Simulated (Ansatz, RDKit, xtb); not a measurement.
**C5H5ClO2: which of the isomers drawn lies lowest?**

Which of a sample of isomers of C5H5ClO2 is the most stable in the gas at 298.15 K, and what are its properties? The sample is small against all isomers, and the most stable one of this formula need not be in it.

Plan: many cheap relaxations first (GFN2-xTB), then density-functional screening, relaxation at PBE0-D3(BJ)/def2-SVP, vibrations (at GFN2-xTB) and a final energy. The numbers are computed, not measured.

### 1 Drawing up candidates

Isomers were taken from a list of plausible structures; this is a sample, not all of them. That gives 4 candidates.

| label | SMILES | spin |
| --- | --- | --- |
| c211 | CO[C@@H]1C(=O)C=C1Cl | singlet |
| c218 | COC1=C(Cl)C=C1O | singlet |
| c591 | COC1=C(O)C=C1Cl | singlet |
| c646 | COC1=C(Cl)CC1=O | singlet |

Candidates are built by distance geometry, with a force field where one applies, in up to four conformers (letters a to d).

Q: Predict the outcome of this search (final energies at CCSD(T)/def2-SVP + MP2/def2-TZVPP - MP2/def2-SVP).

| quantity | value |
| --- | --- |
| lowest structure found | COC1=C(Cl)CC1=O, singlet |
| next finalist | CO[C@@H]1C(=O)C=C1Cl, singlet, 5.8 kcal/mol higher in G |
| share at equilibrium, among the finalists | 100.0 % |

`COC1=C(Cl)CC1=O` comes out lowest. The margin of 5.8 kcal/mol over the next finalist is beyond the usual error of the last level; it says nothing of structures that weren't ranked. GFN2-xTB, HF/STO-3G, r2SCAN-D4/def2-SVP, PBE0-D3(BJ)/def2-SVP, HF/def2-SVP and MP2/def2-SVP already put its bonding pattern lowest among the structures in one piece. The search is not exhaustive (a finite list of starts, one conformer a finalist), so a lower isomer can't be ruled out. Only 4 drawn patterns were tried, so whole families of isomers are missing, and the result ranks this sample alone.
